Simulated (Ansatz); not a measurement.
**MoNH+ (sextet): from Hartree-Fock to the top rungs, def2-TZVPP**

The task here is to estimate one member of a computed series from the others.

Method: def2-TZVPP, core rule «outside noble gas», up to 5 orbitals frozen; program: Ansatz 0.2.0, Gaussian basis.

To be run: UHF; ROHF; CCSD(T) on UHF.

## The geometry

The geometry is a PBE0/def2-TZVP stationary point (not a proven minimum). No spin-orbit coupling is included. Elements past krypton take def2 core potentials.

3 atoms, charge 1, spin multiplicity 6.

Atoms are counted from 1 here; the program's logs count them from 0.

Bond lengths: Mo1–N2 1.919 Å, N2–H3 1.021 Å. Angles: Mo1–N2–H3 180.0°.

The first run:

in.yaml reads:

```yaml
crystal:
  periodic: [false, false, false]
  atoms:
    - {symbol: Mo, position_ang: [0.000000, 0.000000, 1.619500]}
    - {symbol: N, position_ang: [0.000000, 0.000000, -0.299200]}
    - {symbol: H, position_ang: [0.000000, 0.000000, -1.320300]}
basis:
  gaussian: {orbitals: def2-TZVPP}
total_charge: 1
magnetization: {spin_polarized: true, initial_magnetization: 5}
hamiltonian: {xc: hf}
output: {orbitals: {seedname: orbitals}}
```

Started as:

```console
ansatz run in.yaml --threads 1 --pin off --events-out ev --progress --plain --max-ram 4096MiB --backend cpu
```

Steps of the session up to this table: UHF; ROHF; CCSD(T) on UHF.

One of the session's tables, all rows but one given; the rest of the session is left out.

```
  method  from UCCSD(T) (meV)
    ROHF              +8462.1
     UHF                    ?
    UMP2              +1512.1
   UCCSD               +401.2
UCCSD(T)                    0
```

Estimate the missing values for UHF.

As computed: from UCCSD(T) (meV): +7994.8. In the column «from UCCSD(T) (meV)» it lies between UMP2 (+1512.1) and ROHF (+8462.1).

Caveats from the session: The determinant is far from a pure spin state, so its energy mixes those of several spin states (harmless only where they are near-degenerate, as at dissociation).
